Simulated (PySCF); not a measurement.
# C2H7BN2: the cost of one run

Computed with PySCF 2.14.0, with density-fitted response routines of our own, on a single molecule in the gas phase. Atoms count from 0, in the outputs and in this text.

### 1 The molecule as given

12 atoms, charge 0, multiplicity 1; geometry from: GFN2-xTB. The atoms were then displaced at random by about 0.01 Å, so the start is not that level's minimum.

Bonds of the start (Å): C0–C1 1.45, C1–N2 1.16, N2–B3 1.50, B3–N4 1.49, C0–H5 1.12, C0–H6 1.09, C0–H7 1.07, B3–H8 1.19, B3–H9 1.21, N4–H10 0.99, N4–H11 1.02.

### 2 Geometry optimisation at PBE0-D3(BJ)/def2-SVP

Job settings and geometry (Å):

```
{"job": {"xc": "PBE0", "basis": "def2-SVP", "d3": "d3bj", "grid": 1, "shake": 0.01, "kind": "geom"}, "charge": 0, "multiplicity": 1}
C      2.323510     0.340960     0.169800
C      0.959540    -0.087340     0.414880
N     -0.135070    -0.435760     0.596340
B     -1.617640    -0.607230     0.426740
N     -2.005780     0.187640    -0.777050
H      2.277130     1.244910    -0.489230
H      2.795500     0.632430     1.105800
H      2.889550    -0.421340    -0.322120
H     -1.787690    -1.774630     0.292360
H     -2.104940    -0.180930     1.452100
H     -1.654380    -0.123350    -1.646500
H     -1.900050     1.196360    -0.688030
```

Command:

```console
> OMP_NUM_THREADS=1 python probes_run.py task.json out
```

The driver reads the jobs from task.json and runs them one after another.

Q: Estimate the wall time and peak memory of this first job on 1 thread of Arm Neoverse N1, shared host.

About 83 s, with a peak of 0.42 GiB.
